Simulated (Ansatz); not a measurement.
# CuS: the cost of one run

Program: Ansatz 0.2.0. Level of theory: DFT PBEsol, scalar-relativistic, plane waves, PAW. These are calculated values, not measurements.

## Step 1: Starting point

Symmetry: F-43m, No. 216, cubic system. Conventional cell: a = 5.160 Å, b = 5.160 Å, c = 5.160 Å, α = 90.00°, β = 90.00°, γ = 90.00°. Cu (site symmetry -43m) is surrounded by 4 S at 2.23 Å. S (site symmetry -43m) is surrounded by 4 Cu at 2.23 Å.

Structure file:

```xyz
2
Lattice="0.0000 2.5800 2.5800 2.5800 0.0000 2.5800 2.5800 2.5800 0.0000" Properties=species:S:1:pos:R:3 pbc="T T T"
Cu    1.2900    1.2900    1.2900
S     0.0000    0.0000    0.0000
```

Source of the structure: the Materials Project (structure only).

## Step 2: Probe: one point at the start

The input, input.yaml:

```yaml
crystal:
  lattice:
    - [0.0, 2.5800301133, 2.5800301133]
    - [2.5800301133, 0.0, 2.5800301133]
    - [2.5800301133, 2.5800301133, 0.0]
  atoms:
    - { symbol: Cu, position: [0.25, 0.25, 0.25], spin: 1.0 }
    - { symbol: S, position: [0.0, 0.0, 0.0] }
basis:
  ecutwfc: 420
kpoints:
  mp_grid: { grid: [6, 6, 6] }
hamiltonian:
  xc: pbesol
scf:
  occupations: { method: gaussian, width: 0.1 }
  lower_state_search: "off"
output:
  forces: true
  stress: true
  eigenvalues: true
  populations: true
magnetization:
  spin_polarized: true
```

What time and memory should one allow on 1 thread of an x86-64 CPU, shared host?

About 1.9 s, with a peak of 0.32 GiB.
